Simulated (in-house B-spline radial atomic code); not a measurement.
# Ni¹⁶⁺: ionisation energy by several methods

The task here is to estimate one member of a computed series from the others.

Method: non-relativistic, several functionals, spin-polarised; spherical all-electron atom at the radial basis limit. Code: in-house B-spline radial atomic code version 1.

## Starting point

* element: nickel (Z = 28)
* charge: +16
* electrons: 12
* configuration: [Ne] 3s2
* nucleus: point

The outer shells:

[Ne] 3s2
```
[Ne] core
3s [↑↓]
```

Where spins are not typed, each open shell is filled with up spins first.

Set-up of the first run:

The run's settings:

```ini
Z = 28
electrons = 12.0
configuration = [Ne] 3s2
hamiltonian = nr
method = pbe,pbe
spin_polarised = True
```

Among the steps run: PBE, a GGA; B3LYP, a global hybrid; PBE0, a global hybrid; BHandHLYP, a global hybrid; LDA (VWN5); exchange-only LDA; HSE06, a range-separated hybrid.

One of the session's tables, all rows but one given; the rest of the session is left out.

```
           method  ΔSCF (eV)
       LDA (VWN5)     564.79
exchange-only LDA     562.19
              PBE     565.15
            B3LYP     564.91
             PBE0          ?
        BHandHLYP     564.18
            HSE06     564.69
```

Q: Estimate the row for PBE0 from the others.

As computed: ΔSCF (eV): 564.61. In the column «ΔSCF (eV)» it lies between BHandHLYP (564.18) and HSE06 (564.69).
